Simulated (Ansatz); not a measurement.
# TiTe2: the cost of one run

Program: Ansatz 0.2.0. Level of theory: plane waves, PAW. These are calculated values, not measurements.

1 further run of the same task is left out (it didn't finish).

## Step 1: The system as given

Symmetry: P-3m1, No. 164, trigonal system. The conventional cell has a = 3.790 Å, b = 3.790 Å, c = 6.556 Å, α = 90.00°, β = 90.00°, γ = 120.00°. Around Ti (site symmetry -3m) lie 6 Te at 2.77 Å. Te (site symmetry 3m) is surrounded by 3 Ti at 2.77 Å.

As a file:

```cif
data_structure
_symmetry_space_group_name_H-M 'P 1'
_symmetry_Int_Tables_number 1
_cell_length_a 3.7904
_cell_length_b 3.7904
_cell_length_c 6.5559
_cell_angle_alpha 90.000
_cell_angle_beta 90.000
_cell_angle_gamma 120.000
_cell_volume 81.57
loop_
_atom_site_label
_atom_site_type_symbol
_atom_site_fract_x
_atom_site_fract_y
_atom_site_fract_z
_atom_site_occupancy
Ti1 Ti 0.00000 0.00000 0.00000 1
Te1 Te 0.66667 0.33333 0.25780 1
Te2 Te 0.33333 0.66667 0.74220 1
```

Cell and atoms come from an earlier r2SCAN+rVV10 relaxation. No spin polarisation is used; should the compound be magnetic, its bands and low-energy spectrum would differ. No run includes spin-orbit coupling, which matters for Te.

## Step 2: PBE, anion s p, 6×6×4

input.yaml

```yaml
crystal:
  lattice:
    - [3.7903815437, 0.0, 0.0]
    - [-1.8951907719, 3.2825667069, 0.0]
    - [0.0, 0.0, 6.5558879831]
  atoms:
    - { symbol: Ti, position: [0.0, 0.0, 0.0] }
    - { symbol: Te, position: [0.6666666667, 0.3333333333, 0.2577957668] }
    - { symbol: Te, position: [0.3333333333, 0.6666666667, 0.7422042332] }
kpoints:
  mp_grid: { grid: [6, 6, 4] }
  band_path:
    path:
      - [[0.0, 0.0, 0.0], [0.5, 2.194267817171e-17, 3.371585957767e-18], [0.3333333333333, 0.3333333333333, 2.247723971824e-18], [0.0, 0.0, 0.0], [7.819587176084e-36, 2.866472208988e-35, 0.5], [0.5, 2.165999879359e-17, 0.5], [0.3333333333333, 0.3333333333333, 0.5], [7.819587176084e-36, 2.866472208988e-35, 0.5]]
      - [[0.5, 2.165999879359e-17, 0.5], [0.5, 2.194267817171e-17, 3.371585957767e-18]]
      - [[0.3333333333333, 0.3333333333333, 0.5], [0.3333333333333, 0.3333333333333, 2.247723971824e-18]]
    npoints: 10
hamiltonian:
  xc: pbe
scf:
  occupations: { method: fermi_dirac, width: 0.02 }
  n_extra_bands: 6
output:
  forces: false
  stress: false
  eigenvalues: true
  wannier:
    kmesh: [6, 6, 4]
    projections: [{ species: Te, l: s, shell: 5 }, { species: Te, l: p, shell: 5 }]
    minimise: true
    write_hr: true
    conv_tol: 1.0e-08
    max_iter: 3000
```

On the command line:

```
$ ansatz run input.yaml --threads 4 --pin off --max-ram 3686MiB --backend cpu --events-out ev --progress --plain --runs-dir out
```

Q: Estimate wall time and peak memory on 4 threads of Arm Neoverse N1, shared host.

About 8.6 s, with a peak of 0.46 GiB.
